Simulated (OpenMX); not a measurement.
The system is WS.

```
CELL_PARAMETERS angstrom
3.00789 0.00000 0.00000
0.00000 3.00789 0.00000
0.00000 0.00000 3.00789
ATOMIC_POSITIONS crystal
W 0.50000 0.50000 0.50000
S 0.00000 0.00000 0.00000
```

The cell was built by a generator and needn't be a form met in nature.

Base run:

- Program: OpenMX 3.8.5
- Functional: PBE
- Dispersion: D3(BJ)
- Potentials or basis: OpenMX 2013 PBE set, W7.0-s3p2d2f1, S7.0-s2p2d1f1, grid cutoff 400 Ry
- k mesh: 7 × 7 × 7
- Occupations: fermi-dirac, width 0.05 eV
- Spin: no spin polarisation

Its results: band gap on the k mesh none (metal or under the smearing width); pressure -5.2 GPa.

Problem. The run is repeated on the same cell with these changes: dispersion from D3(BJ) to D3. What comes out?

Solution. Band gap on the k mesh none (metal or under the smearing width); pressure -2.8 GPa.

Caveats: the basis of atomic orbitals isn't converged, which shifts pressures, moduli and gaps; pairwise dispersion overbinds metals, which lowers pressure and volume.
